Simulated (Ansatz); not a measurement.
# C2H8OSi: one species, many methods, part 1 of 2

How much do the methods differ for C2H8OSi? The plan is to run it at one geometry with functionals of several rungs and with coupled cluster, and see how far each lands from CCSD(T) at the basis-set limit for the atomisation energy.

Computed with Ansatz 0.2.0, Gaussian basis. Level: functionals in def2-TZVPP, the program's frozen cores in correlated methods.

Levels to be run: LDA (SPW92), PBE-D4, revPBE-D4, BLYP-D4, r2SCAN-D4, B97M-V, PBE0-D4, B3LYP-D4, r2SCANh-D4, r2SCAN0-D4, HSE06-D4, BHLYP-D4, CAM-B3LYP-D4, LC-ωPBE, ωB97X-V, ωB97M-V, B2PLYP, PBE-QIDH; CCSD(T)/def2-SVP; CCSD(T)/def2-TZVPP; MP2/def2-QZVPP; extrapolation to the limit; RPA on PBE.

## (1) The relaxed structure

An earlier PBE0-D4 in a triple-zeta def2 set relaxation fixed the geometry.

SMILES `CCO[SiH3]`, 12 atoms, charge 0, spin multiplicity 1.

Atoms are counted from 1 here; the program's logs count them from 0.

Bond lengths: C1–C2 1.508 Å, C1–H5 1.092 Å, C1–H6 1.093 Å, C1–H7 1.092 Å, C2–O3 1.416 Å, C2–H8 1.099 Å, C2–H9 1.099 Å, O3–Si4 1.642 Å, Si4–H10 1.491 Å, Si4–H11 1.491 Å, Si4–H12 1.481 Å. Angles: C2–C1–H5 110.5°, C2–C1–H6 110.4°, C2–C1–H7 110.5°, H5–C1–H6 108.5°, H5–C1–H7 108.3°, H6–C1–H7 108.5°, C1–C2–O3 109.3°, C1–C2–H8 110.3°, C1–C2–H9 110.3°, O3–C2–H8 109.8°, O3–C2–H9 109.8°, H8–C2–H9 107.3°, C2–O3–Si4 122.3°, O3–Si4–H10 111.0°, O3–Si4–H11 111.0°, O3–Si4–H12 106.6°, H10–Si4–H11 107.8°, H10–Si4–H12 110.2° and more.

As a file:

```xyz
12

C     0.1315    1.7657    0.7490
C    -0.4077    0.5550    0.0304
O     0.5559   -0.4814    0.0701
Si    0.2971   -1.9484   -0.6199
H     1.0503    2.1146    0.2738
H    -0.6000    2.5771    0.7285
H     0.3537    1.5248    1.7903
H    -0.6428    0.8054   -1.0130
H    -1.3394    0.2157    0.5033
H     0.0562   -1.8135   -2.0847
H    -0.8930   -2.6166   -0.0209
H     1.5151   -2.7537   -0.3731
```

## (2) LDA

This LDA is Slater exchange with PW92 correlation.

The input, in.yaml:

```yaml
crystal:
  periodic: [false, false, false]
  atoms:
    - {symbol: C, position_ang: [0.131538, 1.765746, 0.749030]}
    - {symbol: C, position_ang: [-0.407678, 0.554967, 0.030435]}
    - {symbol: O, position_ang: [0.555925, -0.481401, 0.070074]}
    - {symbol: Si, position_ang: [0.297075, -1.948449, -0.619923]}
    - {symbol: H, position_ang: [1.050345, 2.114632, 0.273831]}
    - {symbol: H, position_ang: [-0.600016, 2.577067, 0.728544]}
    - {symbol: H, position_ang: [0.353741, 1.524811, 1.790336]}
    - {symbol: H, position_ang: [-0.642809, 0.805411, -1.013002]}
    - {symbol: H, position_ang: [-1.339384, 0.215703, 0.503286]}
    - {symbol: H, position_ang: [0.056202, -1.813453, -2.084654]}
    - {symbol: H, position_ang: [-0.893034, -2.616628, -0.020872]}
    - {symbol: H, position_ang: [1.515095, -2.753706, -0.373083]}
basis:
  gaussian: {orbitals: def2-TZVPP}
hamiltonian: {xc: lda}
output: {orbitals: {seedname: orbitals}}
```

The run is started by

```
$ ansatz run in.yaml --threads 4 --pin off --events-out ev --progress --plain --max-ram 10444MiB
```

The program printed:

```text
Functional definition: SPW92
  name "SPW92"
  cite "Dirac, Proc. Camb. Phil. Soc. 26, 376 (1930) doi:10.1017/S0305004100016108"
  cite "Slater, Phys. Rev. 81, 385 (1951) doi:10.1103/PhysRev.81.385"
  cite "Perdew & Wang, Phys. Rev. B 45, 13244 (1992) doi:10.1103/PhysRevB.45.13244"
  exchange = slater_x
  correlation = pw_c
1271 factors; their error is unknown
mean field evaluation 1: about -12051.5869 eV, gradient 7.7e1 eV
mean field evaluation 2: about -12009.7107 eV, gradient 1.6e2 eV
mean field evaluation 4: about -12063.8511 eV, gradient 1.4e1 eV
mean field evaluation 8: about -12064.2318 eV, gradient 3.0e-1 eV
mean field evaluation 16: about -12064.1946 eV, gradient 1.3e-4 eV
mean field -12064.19464617 eV, -443.3509758419 hartree, gradient 3.1e-5 eV, S^2 0.000000; 0 other end points of the search recorded, 0 dependent functions left out
reference -12064.19469081 eV, -443.3509774824 hartree; 21, 21 occupied and 226, 226 virtual orbitals, 1271 factors
Total energy: -12064.19469081 eV, -443.3509774824 hartree
```

Wall time 0.9 s (4 threads of Arm Neoverse V2, shared host).

With the free atoms at this level, -12013.378 eV in sum, the atomisation energy is 4903.1 kJ/mol. HOMO -6.68 eV, LUMO -0.78 eV.

## (3) PBE-D4 (GGA)

Edit in.yaml of step 2 so:

```diff
@@ -17,3 +17,3 @@
   gaussian: {orbitals: def2-TZVPP}
-hamiltonian: {xc: lda}
-output: {orbitals: {seedname: orbitals}}
+hamiltonian: {xc: pbe, dispersion: d4}
+output: {forces: true, orbitals: {seedname: orbitals}}
```

The command is unchanged.

The program printed, shortened:

```text
Functional definition: PBE
  name "PBE"
  cite "Perdew, Burke & Ernzerhof, Phys. Rev. Lett. 77, 3865 (1996) doi:10.1103/PhysRevLett.77.3865"
  parent pbe
[...]
1271 factors; their error is unknown
[...]
mean field -12122.23763469 eV, -445.4840163271 hartree, gradient 1.3e-5 eV, S^2 0.000000; 0 other end points of the search recorded, 0 dependent functions left out
[...]
reference -12122.23768279 eV, -445.4840180948 hartree; 21, 21 occupied and 226, 226 virtual orbitals, 1271 factors
Total energy: -12122.43638532 eV, -445.4913202781 hartree
Atom 0 at     0.131538     1.765746     0.749030 Å, force     0.001727     0.035756     0.014711 eV/Å
Atom 1 at    -0.407678     0.554967     0.030435 Å, force    -0.170209     0.178600    -0.008768 eV/Å
Atom 2 at     0.555925    -0.481401     0.070074 Å, force     0.459874     0.055240     0.232941 eV/Å
Atom 3 at     0.297075    -1.948449    -0.619923 Å, force    -0.067259    -0.305766    -0.149914 eV/Å
Atom 4 at     1.050345     2.114632     0.273831 Å, force     0.181798     0.080328    -0.088454 eV/Å
Atom 5 at    -0.600016     2.577067     0.728544 Å, force    -0.133939     0.164989     0.002636 eV/Å
Atom 6 at     0.353741     1.524811     1.790336 Å, force     0.044750    -0.035706     0.209884 eV/Å
Atom 7 at    -0.642809     0.805411    -1.013002 Å, force    -0.069843     0.059803    -0.228680 eV/Å
Atom 8 at    -1.339384     0.215703     0.503286 Å, force    -0.218135    -0.065724     0.094077 eV/Å
Atom 9 at     0.056202    -1.813453    -2.084654 Å, force    -0.028908    -0.000935    -0.168032 eV/Å
Atom 10 at    -0.893034    -2.616628    -0.020872 Å, force    -0.133069    -0.089107     0.058497 eV/Å
Atom 11 at     1.515095    -2.753706    -0.373083 Å, force     0.133214    -0.077477     0.031103 eV/Å
Dipole moment:    -0.166909     0.146850    -0.019586 e Å
```

Run time: 1.8 s. Hardware: 4 threads of Arm Neoverse V2, shared host.

With the free atoms at this level, -12076.996 eV in sum, the atomisation energy is 4384.3 kJ/mol. HOMO -6.59 eV, LUMO -0.51 eV.

## (4) revPBE-D4 (GGA)

Edit in.yaml of step 3 so:

```diff
@@ -17,3 +17,3 @@
   gaussian: {orbitals: def2-TZVPP}
-hamiltonian: {xc: pbe, dispersion: d4}
-output: {forces: true, orbitals: {seedname: orbitals}}
+hamiltonian: {xc: {name: revPBE}, dispersion: d4}
+output: {orbitals: {seedname: orbitals}}
```

The command is unchanged.

The program printed:

```text
Functional definition: revPBE
  name "revPBE"
  cite "Zhang & Yang, Phys. Rev. Lett. 80, 890 (1998) doi:10.1103/PhysRevLett.80.890"
  cite "Perdew, Burke & Ernzerhof, Phys. Rev. Lett. 77, 3865 (1996) doi:10.1103/PhysRevLett.77.3865"
  parameter kappa = 1.245
  parameter beta = 0.06672455060314922
  exchange = pbe_x(kappa = kappa, mu = beta*pi^2/3)
  correlation = pbe_c(beta = beta)
1271 factors; their error is unknown
mean field evaluation 1: about -12117.7288 eV, gradient 7.2e1 eV
mean field evaluation 2: about -12082.6428 eV, gradient 1.5e2 eV
mean field evaluation 4: about -12128.4796 eV, gradient 1.2e1 eV
mean field evaluation 8: about -12128.7729 eV, gradient 2.5e-1 eV
mean field evaluation 16: about -12128.7340 eV, gradient 1.9e-4 eV
mean field -12128.73399277 eV, -445.7227530831 hartree, gradient 3.8e-5 eV, S^2 0.000000; 0 other end points of the search recorded, 0 dependent functions left out
reference -12128.73405301 eV, -445.7227552968 hartree; 21, 21 occupied and 226, 226 virtual orbitals, 1271 factors
Total energy: -12129.40647668 eV, -445.7474664111 hartree
```

Run time: 1.4 s. Hardware: 4 threads of Arm Neoverse V2, shared host.

Atomisation energy: 4297.1 kJ/mol (free atoms -12084.870 eV, run apart). HOMO -6.55 eV, LUMO -0.39 eV.

## (5) BLYP-D4 (GGA)

Edit in.yaml of step 4 so:

```diff
@@ -17,3 +17,3 @@
   gaussian: {orbitals: def2-TZVPP}
-hamiltonian: {xc: {name: revPBE}, dispersion: d4}
+hamiltonian: {xc: {name: BLYP}, dispersion: d4}
 output: {orbitals: {seedname: orbitals}}
```

Launched as before.

The program printed:

```text
Functional definition: BLYP
  name "BLYP"
  cite "Becke, Phys. Rev. A 38, 3098 (1988) doi:10.1103/PhysRevA.38.3098"
  cite "Lee, Yang & Parr, Phys. Rev. B 37, 785 (1988) doi:10.1103/PhysRevB.37.785"
  parameter beta = 0.0042
  parameter a = 0.04918
  parameter b = 0.132
  parameter c = 0.2533
  parameter d = 0.349
  exchange = b88_x(beta = beta)
  correlation = lyp_c(a = a, b = b, c = c, d = d)
1271 factors; their error is unknown
mean field evaluation 1: about -12116.9876 eV, gradient 7.9e1 eV
mean field evaluation 2: about -12069.2951 eV, gradient 1.7e2 eV
mean field evaluation 4: about -12129.5946 eV, gradient 1.6e1 eV
mean field evaluation 8: about -12130.0508 eV, gradient 2.9e-1 eV
mean field evaluation 16: about -12130.0099 eV, gradient 1.4e-4 eV
mean field -12130.00990278 eV, -445.7696419113 hartree, gradient 3.8e-5 eV, S^2 0.000000; 0 other end points of the search recorded, 0 dependent functions left out
reference -12130.01030924 eV, -445.7696568482 hartree; 21, 21 occupied and 226, 226 virtual orbitals, 1271 factors
Total energy: -12130.45425125 eV, -445.7859714164 hartree
```

Run time: 1.4 s. Hardware: 4 threads of Arm Neoverse V2, shared host.

Atomisation energy: 4331.7 kJ/mol (free atoms -12085.559 eV, run apart). HOMO -6.52 eV, LUMO -0.38 eV.

## (6) r2SCAN-D4 (meta-GGA)

Edit in.yaml of step 5 so:

```diff
@@ -17,3 +17,3 @@
   gaussian: {orbitals: def2-TZVPP}
-hamiltonian: {xc: {name: BLYP}, dispersion: d4}
-output: {orbitals: {seedname: orbitals}}
+hamiltonian: {xc: r2scan, dispersion: d4}
+output: {forces: true, orbitals: {seedname: orbitals}}
```

Same command.

The program printed, shortened:

```text
Functional definition: r2SCAN
  name "r2SCAN"
  cite "Furness, Kaplan, Ning, Perdew & Sun, J. Phys. Chem. Lett. 11, 8208 (2020) doi:10.1021/acs.jpclett.0c02405"
  cite "Furness, Kaplan, Ning, Perdew & Sun, J. Phys. Chem. Lett. 11, 9248 (2020) doi:10.1021/acs.jpclett.0c03077"
  parent r2scan
[...]
1271 factors; their error is unknown
[...]
mean field -12128.71752056 eV, -445.7221477405 hartree, gradient 2.4e-5 eV, S^2 0.000000; 0 other end points of the search recorded, 0 dependent functions left out
[...]
reference -12128.71753466 eV, -445.7221482587 hartree; 21, 21 occupied and 226, 226 virtual orbitals, 1271 factors
Total energy: -12128.76824353 eV, -445.7240117752 hartree
Atom 0 at     0.131538     1.765746     0.749030 Å, force     0.050896     0.102283     0.063173 eV/Å
Atom 1 at    -0.407678     0.554967     0.030435 Å, force    -0.271098     0.166942    -0.059635 eV/Å
Atom 2 at     0.555925    -0.481401     0.070074 Å, force     0.252444    -0.183292     0.044722 eV/Å
Atom 3 at     0.297075    -1.948449    -0.619923 Å, force    -0.009638    -0.068765    -0.031180 eV/Å
Atom 4 at     1.050345     2.114632     0.273831 Å, force    -0.016487    -0.008111     0.007891 eV/Å
Atom 5 at    -0.600016     2.577067     0.728544 Å, force     0.016574    -0.017481     0.000803 eV/Å
Atom 6 at     0.353741     1.524811     1.790336 Å, force    -0.003943     0.002517    -0.019441 eV/Å
Atom 7 at    -0.642809     0.805411    -1.013002 Å, force    -0.001672    -0.002363    -0.012772 eV/Å
Atom 8 at    -1.339384     0.215703     0.503286 Å, force    -0.009153    -0.008684     0.003489 eV/Å
Atom 9 at     0.056202    -1.813453    -2.084654 Å, force     0.002640    -0.009769     0.026521 eV/Å
Atom 10 at    -0.893034    -2.616628    -0.020872 Å, force     0.022305     0.006840    -0.016177 eV/Å
Atom 11 at     1.515095    -2.753706    -0.373083 Å, force    -0.032868     0.019881    -0.007396 eV/Å
Dipole moment:    -0.173466     0.152150    -0.020538 e Å
```

Wall time 3.3 s (4 threads of Arm Neoverse V2, shared host).

With the free atoms at this level, -12083.628 eV in sum, the atomisation energy is 4355.4 kJ/mol. HOMO -6.91 eV, LUMO -0.05 eV.

## (7) B97M-V (meta-GGA)

Edit in.yaml of step 6 so:

```diff
@@ -17,3 +17,3 @@
   gaussian: {orbitals: def2-TZVPP}
-hamiltonian: {xc: r2scan, dispersion: d4}
-output: {forces: true, orbitals: {seedname: orbitals}}
+hamiltonian: {xc: {name: B97M-V}}
+output: {orbitals: {seedname: orbitals}}
```

Launched as before.

The program printed, shortened:

```text
Functional definition: B97M-V
  name "B97M-V"
  cite "Mardirossian & Head-Gordon, J. Chem. Phys. 142, 074111 (2015) doi:10.1063/1.4907719"
  cite "Becke, J. Chem. Phys. 107, 8554 (1997) doi:10.1063/1.475007"
  cite "Vydrov & Van Voorhis, J. Chem. Phys. 133, 244103 (2010) doi:10.1063/1.3521275"
  # Of w^i u^j: cxij and so on, Table III.
[...]
  gx(w, u) = cx00 + cx01*u + cx02*u^2 + (cx10 + cx11*u)*w
  gss(w, u) = css00 + css02*u^2 + css10*w + (css32*w^3 + css42*w^4)*u^2
  gos(w, u) = cos00 + cos01*u + cos03*u^3 + cos10*w + cos32*w^3*u^2
[...]
      + integral(e_c_pw_mod_opposite_spin*gos(b97_w_opposite, b97_u_opposite)) + vv10(b, c)
1271 factors; their error is unknown
[...]
mean field -12129.30962495 eV, -445.7439071757 hartree, gradient 3.3e-5 eV, S^2 0.000000; 0 other end points of the search recorded, 0 dependent functions left out
reference -12129.30969379 eV, -445.7439097054 hartree; 21, 21 occupied and 226, 226 virtual orbitals, 1271 factors
Total energy: -12129.30969379 eV, -445.7439097054 hartree
```

Wall time 6.5 s (4 threads of Arm Neoverse V2, shared host).

Atomisation energy: 4360.3 kJ/mol (free atoms -12084.119 eV, run apart). HOMO -7.10 eV, LUMO -0.36 eV.

## (8) PBE0-D4 (hybrid)

Edit in.yaml of step 7 so:

```diff
@@ -17,3 +17,3 @@
   gaussian: {orbitals: def2-TZVPP}
-hamiltonian: {xc: {name: B97M-V}}
+hamiltonian: {xc: pbe0, dispersion: d4}
 output: {orbitals: {seedname: orbitals}}
```

Its log isn't repeated here (it stands with the study of this molecule's fields); it ends on a total energy of -12123.728946 eV.

With the free atoms at this level, -12078.784 eV in sum, the atomisation energy is 4336.5 kJ/mol. HOMO -8.10 eV, LUMO 0.36 eV.

## (9) B3LYP-D4 (hybrid)

B3LYP here takes the VWN-RPA correlation.

Edit in.yaml of step 8 so:

```diff
@@ -17,3 +17,3 @@
   gaussian: {orbitals: def2-TZVPP}
-hamiltonian: {xc: pbe0, dispersion: d4}
-output: {orbitals: {seedname: orbitals}}
+hamiltonian: {xc: {name: B3LYP}, dispersion: d4}
+output: {forces: true, orbitals: {seedname: orbitals}}
```

Same command.

The program printed, shortened:

```text
Functional definition: B3LYP
  name "B3LYP"
  cite "Stephens, Devlin, Chabalowski & Frisch, J. Phys. Chem. 98, 11623 (1994) doi:10.1021/j100096a001"
  cite "Becke, Phys. Rev. A 38, 3098 (1988) doi:10.1103/PhysRevA.38.3098"
  cite "Lee, Yang & Parr, Phys. Rev. B 37, 785 (1988) doi:10.1103/PhysRevB.37.785"
  cite "Vosko, Wilk & Nusair, Can. J. Phys. 58, 1200 (1980) doi:10.1139/p80-159"
[...]
1274 factors; their error is unknown
[...]
mean field -12132.81027045 eV, -445.8725535249 hartree, gradient 2.3e-5 eV, S^2 0.000000; 0 other end points of the search recorded, 0 dependent functions left out
[...]
reference -12132.81057181 eV, -445.8725645997 hartree; 21, 21 occupied and 226, 226 virtual orbitals, 1274 factors
Total energy: -12133.12782389 eV, -445.8842233984 hartree
Atom 0 at     0.131538     1.765746     0.749030 Å, force     0.066346     0.178296     0.099838 eV/Å
[...]
Atom 2 at     0.555925    -0.481401     0.070074 Å, force     0.162086    -0.155900     0.013849 eV/Å
Atom 3 at     0.297075    -1.948449    -0.619923 Å, force     0.025249    -0.224875    -0.075898 eV/Å
Atom 4 at     1.050345     2.114632     0.273831 Å, force    -0.040716    -0.008432     0.028028 eV/Å
Atom 5 at    -0.600016     2.577067     0.728544 Å, force     0.038235    -0.025423     0.007663 eV/Å
Atom 6 at     0.353741     1.524811     1.790336 Å, force    -0.006999     0.020123    -0.045392 eV/Å
Atom 7 at    -0.642809     0.805411    -1.013002 Å, force     0.005438    -0.015647     0.057256 eV/Å
Atom 8 at    -1.339384     0.215703     0.503286 Å, force     0.046460     0.019099    -0.032080 eV/Å
Atom 9 at     0.056202    -1.813453    -2.084654 Å, force     0.013238    -0.010535     0.090979 eV/Å
Atom 10 at    -0.893034    -2.616628    -0.020872 Å, force     0.073319     0.040269    -0.039585 eV/Å
Atom 11 at     1.515095    -2.753706    -0.373083 Å, force    -0.081006     0.046333    -0.019243 eV/Å
Dipole moment:    -0.182016     0.141903    -0.028455 e Å
```

Run time: 3.1 s. Hardware: 4 threads of Arm Neoverse V2, shared host; peak memory 0.63 GiB.

Atomisation energy: 4357.5 kJ/mol (free atoms -12087.966 eV, run apart). HOMO -7.88 eV, LUMO 0.13 eV.

## (10) r2SCANh-D4 (hybrid)

Edit in.yaml of step 9 so:

```diff
@@ -17,3 +17,3 @@
   gaussian: {orbitals: def2-TZVPP}
-hamiltonian: {xc: {name: B3LYP}, dispersion: d4}
-output: {forces: true, orbitals: {seedname: orbitals}}
+hamiltonian: {xc: {name: r2SCANh}, dispersion: d4}
+output: {orbitals: {seedname: orbitals}}
```

Launched as before.

The program printed, shortened:

```text
Functional definition: r2SCANh
  name "r2SCANh"
  cite "Bursch, Neugebauer, Ehlert & Grimme, J. Chem. Phys. 156, 134105 (2022) doi:10.1063/5.0086040"
  cite "Furness, Kaplan, Ning, Perdew & Sun, J. Phys. Chem. Lett. 11, 8208 (2020) doi:10.1021/acs.jpclett.0c02405"
  cite "Furness, Kaplan, Ning, Perdew & Sun, J. Phys. Chem. Lett. 11, 9248 (2020) doi:10.1021/acs.jpclett.0c03077"
  parent r2scan
[...]
1271 factors; their error is unknown
[...]
mean field -12128.49401170 eV, -445.7139339415 hartree, gradient 1.8e-5 eV, S^2 0.000000; 0 other end points of the search recorded, 0 dependent functions left out
reference -12128.49402465 eV, -445.7139344172 hartree; 21, 21 occupied and 226, 226 virtual orbitals, 1271 factors
Total energy: -12128.54720222 eV, -445.7158886569 hartree
```

It took 3.4 s on 4 threads of Arm Neoverse V2, shared host; peak memory 0.55 GiB.

With the free atoms at this level, -12083.603 eV in sum, the atomisation energy is 4336.5 kJ/mol. HOMO -7.48 eV, LUMO 0.24 eV.

## (11) r2SCAN0-D4 (hybrid)

Edit in.yaml of step 10 so:

```diff
@@ -17,3 +17,3 @@
   gaussian: {orbitals: def2-TZVPP}
-hamiltonian: {xc: {name: r2SCANh}, dispersion: d4}
+hamiltonian: {xc: {name: r2SCAN0}, dispersion: d4}
 output: {orbitals: {seedname: orbitals}}
```

Same command.

The program printed, shortened:

```text
Functional definition: r2SCAN0
  name "r2SCAN0"
  cite "Bursch, Neugebauer, Ehlert & Grimme, J. Chem. Phys. 156, 134105 (2022) doi:10.1063/5.0086040"
  cite "Furness, Kaplan, Ning, Perdew & Sun, J. Phys. Chem. Lett. 11, 8208 (2020) doi:10.1021/acs.jpclett.0c02405"
  cite "Furness, Kaplan, Ning, Perdew & Sun, J. Phys. Chem. Lett. 11, 9248 (2020) doi:10.1021/acs.jpclett.0c03077"
  parent r2scan
[...]
1274 factors; their error is unknown
[...]
mean field -12128.18462632 eV, -445.7025642386 hartree, gradient 1.3e-5 eV, S^2 0.000000; 0 other end points of the search recorded, 0 dependent functions left out
reference -12128.18463754 eV, -445.7025646507 hartree; 21, 21 occupied and 226, 226 virtual orbitals, 1274 factors
Total energy: -12128.24303358 eV, -445.7047106656 hartree
```

Wall time 3.9 s (4 threads of Arm Neoverse V2, shared host); peak memory 0.55 GiB.

With the free atoms at this level, -12083.575 eV in sum, the atomisation energy is 4309.8 kJ/mol. HOMO -8.33 eV, LUMO 0.65 eV.

## (12) HSE06-D4 (hybrid)

HSE06 is the plane-wave form, built on full-range PBE exchange.

Edit in.yaml of step 11 so:

```diff
@@ -17,3 +17,3 @@
   gaussian: {orbitals: def2-TZVPP}
-hamiltonian: {xc: {name: r2SCAN0}, dispersion: d4}
+hamiltonian: {xc: hse06, dispersion: d4}
 output: {orbitals: {seedname: orbitals}}
```

Same command.

The program printed, shortened:

```text
Functional definition: HSE06
  name "HSE06"
  cite "Heyd, Scuseria & Ernzerhof, J. Chem. Phys. 118, 8207 (2003) doi:10.1063/1.1564060"
  cite "Krukau, Vydrov, Izmaylov & Scuseria, J. Chem. Phys. 125, 224106 (2006) doi:10.1063/1.2404663"
  cite "Heyd & Scuseria, J. Chem. Phys. 120, 7274 (2004) doi:10.1063/1.1668634"
  cite "Ernzerhof & Perdew, J. Chem. Phys. 109, 3313 (1998) doi:10.1063/1.476928"
  cite "Perdew, Burke & Ernzerhof, Phys. Rev. Lett. 77, 3865 (1996) doi:10.1103/PhysRevLett.77.3865"
  parent pbe
[...]
  # The whole range is PBE's own exchange, as in plane waves. The composition of these papers is wPBEh.
[...]
1274 factors; their error is unknown
120 factors; integrals over basis functions are off by at most 9.6e-7 eV
[...]
mean field -12123.14031783 eV, -445.5171893205 hartree, gradient 5.9e-5 eV, S^2 0.000000; 0 other end points of the search recorded, 0 dependent functions left out
reference -12123.14036535 eV, -445.5171910668 hartree; 21, 21 occupied and 226, 226 virtual orbitals, 1274 factors
Total energy: -12123.29445841 eV, -445.5228538825 hartree
```

Run time: 2.5 s. Hardware: 4 threads of Arm Neoverse V2, shared host; peak memory 0.55 GiB.

With the free atoms at this level, -12078.323 eV in sum, the atomisation energy is 4339.1 kJ/mol. HOMO -7.69 eV, LUMO -0.01 eV.

## (13) BHLYP-D4 (hybrid)

Edit in.yaml of step 12 so:

```diff
@@ -17,3 +17,3 @@
   gaussian: {orbitals: def2-TZVPP}
-hamiltonian: {xc: hse06, dispersion: d4}
+hamiltonian: {xc: {name: BHLYP}, dispersion: d4}
 output: {orbitals: {seedname: orbitals}}
```

Launched as before.

The program printed:

```text
Functional definition: BHLYP
  name "BHLYP"
  cite "Becke, J. Chem. Phys. 98, 1372 (1993) doi:10.1063/1.464304"
  cite "Becke, Phys. Rev. A 38, 3098 (1988) doi:10.1103/PhysRevA.38.3098"
  cite "Lee, Yang & Parr, Phys. Rev. B 37, 785 (1988) doi:10.1103/PhysRevB.37.785"
  parameter a = 0.5
  exchange = (1 - a)*b88_x + a*exact_x
  correlation = lyp_c
1401 factors; their error is unknown
mean field evaluation 1: about -12124.3293 eV, gradient 5.1e1 eV
mean field evaluation 2: about -12123.6561 eV, gradient 5.6e1 eV
mean field evaluation 4: about -12129.5347 eV, gradient 2.3e0 eV
mean field evaluation 8: about -12129.6006 eV, gradient 5.8e-2 eV
mean field -12129.60056599 eV, -445.7545990617 hartree, gradient 1.9e-5 eV, S^2 0.000000; 0 other end points of the search recorded, 0 dependent functions left out
reference -12129.60076853 eV, -445.7546065047 hartree; 21, 21 occupied and 226, 226 virtual orbitals, 1401 factors
Total energy: -12129.82590760 eV, -445.7628802130 hartree
```

Run time: 2.3 s. Hardware: 4 threads of Arm Neoverse V2, shared host; peak memory 0.54 GiB.

With the free atoms at this level, -12085.610 eV in sum, the atomisation energy is 4266.2 kJ/mol. HOMO -9.57 eV, LUMO 1.19 eV.

(Continued in part 2 of 2.)
